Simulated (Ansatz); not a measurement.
# Ru (diamond type): the cost of one run

Program: Ansatz 0.2.0. Level of theory: DFT r²SCAN, with the methods named in each step. These are calculated values, not measurements.

2 further runs of the same task are left out: 2 that didn't finish.

**1. The starting structure**

It takes space group Fd-3m (No. 227, cubic). The conventional cell has a = 5.164 Å, b = 5.164 Å, c = 5.164 Å, α = 90.00°, β = 90.00°, γ = 90.00°. Ru (site symmetry -43m) is surrounded by 4 Ru at 2.24 Å.

Structure file:

```
CELL_PARAMETERS angstrom
0.00000 2.58183 2.58183
2.58183 0.00000 2.58183
2.58183 2.58183 0.00000
ATOMIC_POSITIONS crystal
Ru 0.87500 0.87500 0.87500
Ru 0.12500 0.12500 0.12500
```

Atoms are numbered in the order of the input: Ru1, Ru2.

**2. Shortest bond scaled by 1, PAW**

File input.yaml:

```yaml
crystal:
  lattice:
    - [0.0, 2.5818259214, 2.5818259214]
    - [2.5818259214, 0.0, 2.5818259214]
    - [2.5818259214, 2.5818259214, 0.0]
  atoms:
    - { symbol: Ru, position: [-0.125, -0.125, -0.125] }
    - { symbol: Ru, position: [0.125, 0.125, 0.125] }
kpoints:
  mp_grid: { grid: [10, 10, 10] }
scf:
  occupations: { method: fermi_dirac, width: 0.05 }
hamiltonian:
  xc: r2scan
  pseudopotentials: { kind: paw }
output:
  forces: true
  stress: true
  eigenvalues: true
  efg: { contact_densities: true }
  populations: true
  write_density: true
  write_potential: true
  elf: true
  volumetric_format: npy
```

On the command line:

```sh
ansatz run input.yaml --threads 1 --pin off --max-ram 2048MiB --backend cpu --events-out ev --progress --plain --runs-dir out
```

What time and memory should one allow on 1 thread of Arm Neoverse V2, shared host?

About 5.6 s, with a peak of 0.4 GiB.
